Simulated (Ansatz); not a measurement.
# SiN4H8: up Jacob's ladder to CCSD(T)

One table from this session's results is given with a row withheld; the runs are named, their logs left out.

Method: functionals in def2-TZVPP, the program's frozen cores in correlated methods; program: Ansatz 0.2.0, Gaussian basis.

Plan: LDA (SPW92), PBE-D4, revPBE-D4, BLYP-D4, r2SCAN-D4, B97M-V, PBE0-D4, B3LYP-D4, r2SCANh-D4, r2SCAN0-D4, HSE06-D4, BHLYP-D4, CAM-B3LYP-D4, LC-ωPBE, ωB97X-V, ωB97M-V, B2PLYP, PBE-QIDH; CCSD(T)/def2-SVP; CCSD(T)/def2-TZVPP; MP2/def2-QZVPP; extrapolation to the limit; RPA on PBE.

## The relaxed structure

All runs share one geometry, relaxed beforehand with PBE0-D4 in a triple-zeta def2 set.

SMILES `N[Si](N)(N)N`, 13 atoms, charge 0, spin multiplicity 1.

Atoms are counted from 1 here; the program's logs count them from 0.

Bond lengths: N1–Si2 1.717 Å, N1–H6 1.007 Å, N1–H7 1.007 Å, Si2–N3 1.717 Å, Si2–N4 1.717 Å, Si2–N5 1.717 Å, N3–H8 1.007 Å, N3–H9 1.007 Å, N4–H10 1.007 Å, N4–H11 1.007 Å, N5–H12 1.007 Å, N5–H13 1.007 Å. Angles: Si2–N1–H6 120.2°, Si2–N1–H7 119.9°, H6–N1–H7 111.4°, N1–Si2–N3 113.2°, N1–Si2–N4 102.3°, N1–Si2–N5 113.2°, N3–Si2–N4 113.2°, N3–Si2–N5 102.3°, N4–Si2–N5 113.2°, Si2–N3–H8 120.2°, Si2–N3–H9 119.9°, H8–N3–H9 111.4°, Si2–N4–H10 119.9°, Si2–N4–H11 120.2°, H10–N4–H11 111.4°, Si2–N5–H12 119.9°, Si2–N5–H13 120.2°, H12–N5–H13 111.4°.

Set-up of the first run:

in.yaml reads:

```yaml
crystal:
  periodic: [false, false, false]
  atoms:
    - {symbol: N, position_ang: [-0.860161, 1.428187, -0.394580]}
    - {symbol: Si, position_ang: [0.001582, -0.002670, 0.001135]}
    - {symbol: N, position_ang: [-0.910590, -1.098384, 0.957112]}
    - {symbol: N, position_ang: [0.401742, -0.627567, -1.546745]}
    - {symbol: N, position_ang: [1.375346, 0.287074, 0.988743]}
    - {symbol: H, position_ang: [-1.375272, 1.921569, 0.315583]}
    - {symbol: H, position_ang: [-0.492946, 2.060201, -1.087229]}
    - {symbol: H, position_ang: [-1.695562, -1.585945, 0.558115]}
    - {symbol: H, position_ang: [-1.053954, -0.911518, 1.936181]}
    - {symbol: H, position_ang: [-0.300934, -0.673883, -2.266572]}
    - {symbol: H, position_ang: [1.065040, -1.379703, -1.632909]}
    - {symbol: H, position_ang: [1.854180, -0.485544, 1.422137]}
    - {symbol: H, position_ang: [2.012129, 1.033381, 0.763730]}
basis:
  gaussian: {orbitals: def2-TZVPP}
hamiltonian: {xc: lda}
output: {orbitals: {seedname: orbitals}}
```

Steps of the session up to this table: LDA; PBE-D4 (GGA); revPBE-D4 (GGA); BLYP-D4 (GGA); r2SCAN-D4 (meta-GGA); B97M-V (meta-GGA); PBE0-D4 (hybrid); B3LYP-D4 (hybrid); r2SCANh-D4 (hybrid); r2SCAN0-D4 (hybrid); HSE06-D4 (hybrid); BHLYP-D4 (hybrid); CAM-B3LYP-D4 (range-separated); LC-ωPBE-D4 (range-separated; the results give it without D4); ωB97X-V (range-separated); ωB97M-V (range-separated); B2PLYP (double hybrid); PBE-QIDH (double hybrid).

One of the session's tables, all rows but one given; the rest of the session is left out.

It belongs to the step «Orbital energies across the functionals». 

```
  functional  HOMO (eV)  LUMO (eV)  gap (eV)
 LDA (SPW92)      -5.39      -0.08      5.31
      PBE-D4      -5.23       0.03      5.26
   revPBE-D4      -5.17       0.10      5.27
     BLYP-D4      -5.11      -0.01      5.10
   r2SCAN-D4      -5.54       0.76      6.30
      B97M-V      -5.64       0.20      5.84
     PBE0-D4          ?          ?         ?
    B3LYP-D4      -6.45       0.48      6.92
  r2SCANh-D4      -6.09       0.99      7.08
  r2SCAN0-D4      -6.92       1.31      8.23
    HSE06-D4      -6.29       0.47      6.76
    BHLYP-D4      -8.09       1.40      9.49
CAM-B3LYP-D4      -8.15       1.56      9.71
     LC-ωPBE      -9.58       2.89     12.47
     ωB97X-V      -9.19       2.65     11.84
     ωB97M-V      -9.11       2.18     11.29
```

**Question.** Estimate the row for PBE0-D4.

As computed: HOMO (eV): -6.70; LUMO (eV): 0.84; gap (eV): 7.53. In the column «HOMO (eV)» it lies between r2SCAN0-D4 (-6.92) and B3LYP-D4 (-6.45).
